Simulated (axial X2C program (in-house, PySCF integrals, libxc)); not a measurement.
# A two-component session on NiNa⁻: properties at the nuclei

Wanted for NiNa⁻: properties at the nuclei, at the two-component level.

Computed with an in-house X2C program for linear molecules on PySCF integrals. Level: two-component X2C with atomic mean-field terms, Ni dyall-acv3z, Na dyall-av3z.

All values are calculated.

## (1) The job

task.json

```json
{"zs": [28, 11], "q": -1, "bas": ["dyall-acv3z", "dyall-av3z"], "r0": 2.65, "levels": ["PBE0", "HF", "PBE50", "B3LYP", "LDA"], "nst": 3}
```

Keys: zs atomic numbers; q charge; bas basis sets; r0 starting distance in Å; levels methods (HF also brings MP2); nst determinants followed.

On the command line:

```sh
$ python soeom.py task.json out
```

Nuclei are Gaussian, cores are contracted, and the Gaunt term is on.

## (2) Expectation values, lowest determinant

R = 2.873 Å. State: Ω = 2 (excess of +ω over −ω: ω = 1/2, ω = 3/2).

Output of the PBE0 run:

```text
two-component X2C + atomic mean field  PBE0
basis functions 197  fitting functions 1024  grid points 5085
iter        total energy     max residual
   1      -1682.389144329     2.92e-06
   2      -1682.389144329     4.19e-06
converged
one-electron -2460.52642799  Coulomb 800.03703666  exact exchange -19.11435251  xc functional -59.05112981  nuclear repulsion 56.73044934  atomic mean-field constant -0.46472003
```

The highest occupied spinor is 40% Na p, 33% Na s, 18% Ni p.

```csv
level,Eeff magnitude (GV/cm),Ws magnitude Ni (kHz),A∥/gI Ni (MHz),qzz Ni (a.u.),A∥/gI Na (MHz),qzz Na (a.u.)
PBE0,0.241,0.0566,472,1.56,40.2,-0.13
HF,0.639,0.146,397,1.03,6.54,-0.14
PBE50,0.305,0.0703,462,1.45,33.1,-0.13
B3LYP,0.193,0.0458,471,1.59,53.7,-0.14
LDA,0.171,0.0409,473,1.61,59.4,-0.13
```

Eeff is the effective electric field on the electron dipole moment in this Ω state and Ws the scalar–pseudoscalar constant (defined with the proton number Z and per Ω); A∥ is the parallel hyperfine constant, which follows by multiplying with the nuclear g factor gI = μI/(I μN); qzz is the electric field gradient, eQq0 = 234.96 MHz × Q/barn × qzz. The operators were transformed with the bare-nucleus X2C matrices.

## (3) Expectation values, a higher determinant

R = 2.873 Å. State: Ω = 1 (excess of +ω over −ω: ω = -1/2, ω = 3/2), 0.02 eV above the lowest in the PBE0 search for states (made at or near this distance, with looser thresholds).

Output of the PBE0 run:

```text
two-component X2C + atomic mean field  PBE0
basis functions 197  fitting functions 1024  grid points 5085
iter        total energy     max residual
   1      -1682.388449715     4.25e-06
   2      -1682.388449714     6.56e-06
converged
one-electron -2460.50904719  Coulomb 800.01938645  exact exchange -19.11416683  xc functional -59.05035146  nuclear repulsion 56.73044934  atomic mean-field constant -0.46472003
```

The highest occupied spinor is 43% Na p, 30% Na s, 17% Ni p.

```csv
level,Eeff magnitude (GV/cm),Ws magnitude Ni (kHz),A∥/gI Ni (MHz),qzz Ni (a.u.),A∥/gI Na (MHz),qzz Na (a.u.)
PBE0,0.246,0.108,542,1.55,-88.6,-0.14
HF,0.643,0.291,503,0.92,-18.4,-0.14
PBE50,0.314,0.138,487,1.43,-73.1,-0.14
B3LYP,0.206,0.0911,544,1.59,-114,-0.14
LDA,0.181,0.0785,591,1.60,-128,-0.13
```

## (4) Expectation values, a higher determinant

R = 2.873 Å. State: Ω = 3 (excess of +ω over −ω: ω = 1/2, ω = 5/2), 0.04 eV above the lowest in the PBE0 search for states (made at or near this distance, with looser thresholds).

Output of the PBE0 run:

```text
two-component X2C + atomic mean field  PBE0
basis functions 197  fitting functions 1024  grid points 5085
iter        total energy     max residual
   1      -1682.387587400     2.45e-05
   2      -1682.387587385     5.28e-05
   3      -1682.387587406     7.45e-06
   4      -1682.387587407     3.07e-06
converged
one-electron -2460.41698600  Coulomb 799.92305611  exact exchange -19.11402619  xc functional -59.04536064  nuclear repulsion 56.73044934  atomic mean-field constant -0.46472003
```

The highest occupied spinor is 40% Na p, 34% Na s, 17% Ni p.

```csv
level,Eeff magnitude (GV/cm),Ws magnitude Ni (kHz),A∥/gI Ni (MHz),qzz Ni (a.u.),A∥/gI Na (MHz),qzz Na (a.u.)
PBE0,0.209,0.0347,446,-3.00,25.8,-0.14
HF,0.518,0.0827,411,-3.06,4.8,-0.15
PBE50,0.267,0.0431,444,-3.01,21.8,-0.14
B3LYP,0.165,0.0281,444,-3.01,33.9,-0.14
LDA,0.139,0.0242,448,-2.97,37,-0.12
```

## (5) Summary of results

| quantity | value |
| --- | --- |
| lowest determinant | Ω = 2 (excess of +ω over −ω: ω = 1/2, ω = 3/2) |
| Eeff magnitude (GV/cm), PBE0 | 0.241 |
| Ws magnitude Ni (kHz), PBE0 | 0.0566 |
| A∥/gI Ni (MHz), PBE0 | 472 |
| qzz Ni (a.u.), PBE0 | 1.56 |
| higher determinant | Ω = 1 (excess of +ω over −ω: ω = -1/2, ω = 3/2) |
| Eeff magnitude (GV/cm), PBE0, higher determinant | 0.246 |
| Ws magnitude Ni (kHz), PBE0, higher determinant | 0.108 |
| A∥/gI Ni (MHz), PBE0, higher determinant | 542 |
| qzz Ni (a.u.), PBE0, higher determinant | 1.55 |
| higher determinant | Ω = 3 (excess of +ω over −ω: ω = 1/2, ω = 5/2) |
| Eeff magnitude (GV/cm), PBE0, higher determinant | 0.209 |
| Ws magnitude Ni (kHz), PBE0, higher determinant | 0.0347 |
| A∥/gI Ni (MHz), PBE0, higher determinant | 446 |
| qzz Ni (a.u.), PBE0, higher determinant | -3.00 |

In words: In the first state, the effective field runs from 0.171 to 0.639 GV/cm over the mean-field levels, so the levels don't agree on it. The expectation values come from single determinants, which for open shells can mix terms of unlike spin or miss the lowest Ω, so a determinant need not be a state. Eeff is the effective electric field on the electron dipole moment in this Ω state and Ws the scalar–pseudoscalar constant (defined with the proton number Z and per Ω); A∥ is the parallel hyperfine constant, which follows by multiplying with the nuclear g factor gI = μI/(I μN); qzz is the electric field gradient, eQq0 = 234.96 MHz × Q/barn × qzz. The operators were transformed with the bare-nucleus X2C matrices. A second determinant lies within 0.1 eV of the first, so their order is not settled at this level.
